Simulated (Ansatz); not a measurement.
# Thallium, omega (AlB2-type) under r²SCAN: ground state and equation of state

Aim: take thallium in the omega (AlB2-type) structure, relax it, solve it on a dense k-mesh, then scale the cell to 7 volumes from 88 to 112 % of the relaxed one and try a fit of the equation of state. Spin polarisation is left out. The k-meshes are 7×7×10 for the relaxation; 9×9×12 for the dense run; 8×8×10 for the volumes.

Method: DFT r2SCAN, plane waves (500 eV) with PAW, scalar-relativistic; the PAW data stem from PBE, with regenerated cores, in Ansatz 0.2.0.

### Step 1. The structure to begin with

It takes space group P6/mmm (No. 191, hexagonal). Conventional cell: a = 5.411 Å, b = 5.411 Å, c = 3.317 Å, α = 90.00°, β = 90.00°, γ = 120.00°. Tl (site symmetry 6/mmm) is surrounded by 14 Tl at 3.32 to 3.54 Å. Around Tl (site symmetry -6m2) lie 11 Tl at 3.12 to 3.54 Å.

As a file:

```
CELL_PARAMETERS angstrom
5.41113 0.00000 0.00000
-2.70557 4.68618 0.00000
0.00000 0.00000 3.31703
ATOMIC_POSITIONS crystal
Tl 0.00000 0.00000 0.00000
Tl 0.33333 0.66667 0.50000
Tl 0.66667 0.33333 0.50000
```

### Step 2. Geometry optimisation

Input file input.yaml:

```yaml
crystal:
  lattice:
    - [5.4111348334, 0.0, 0.0]
    - [-2.7055674167, 4.686180229, 0.0]
    - [0.0, 0.0, 3.3170256529]
  atoms:
    - { symbol: Tl, position: [0.0, 0.0, 0.0] }
    - { symbol: Tl, position: [0.3333333333, 0.6666666667, 0.5] }
    - { symbol: Tl, position: [0.6666666667, 0.3333333333, 0.5] }
hamiltonian:
  xc: r2scan
  pseudopotentials:
    kind: paw
    azcp:
      Tl: "pseudopotentials/Tl.paw.azcp"
basis:
  ecutwfc: 500
  fft_grid_basis: typed
kpoints:
  mp_grid: { grid: [7, 7, 10], shift: [0, 0, 0] }
magnetization:
  spin_polarized: false
scf:
  occupations: { method: fermi_dirac, width: 0.1 }
relax:
  max_steps: 60
  f_tol: 0.01
  cell: {}
```

Run with:

```
> ansatz run input.yaml --threads 1 --pin off --max-ram 3584MiB --backend cpu --events-out ev --progress --plain --runs-dir out
```

Further steps of the session: Single point on a dense mesh; Equation of state: 88 %; Equation of state: 92 %; Equation of state: 96 %; Equation of state: 100 %; Equation of state: 104 %; Equation of state: 108 %; Equation of state: 112 %.

**Question.** What will these runs give? Wanted: space group; conventional cell; volume; shortest distance; gap on the mesh; relative to hcp; V₀, B₀, B₀′.

As calculated:

```
                      quantity                                   value
space group (spins left aside)                        P6/mmm (No. 191)
             conventional cell  a = 5.543 Å, c = 3.412 Å (c/a = 0.616)
                        volume                          30.260 Å³/atom
             shortest distance                                 3.200 Å
               gap on the mesh            none (levels filled in part)
               relative to hcp                            +14 meV/atom
                   V₀, B₀, B₀′             30.507 Å³/atom, 30 GPa, 5.3
```

What this shows: The relaxation enlarged the cell by 7.9 % in volume. Against the reference form of thallium (hcp, computed apart with the same settings) it stands 14 meV/atom higher. No gap shows: it is a metal or semimetal at this level. The fitted modulus is 30 GPa; letting shape and positions relax at each volume could only lower it. The symmetry was held, so the structure may be unstable against distortions that break it.
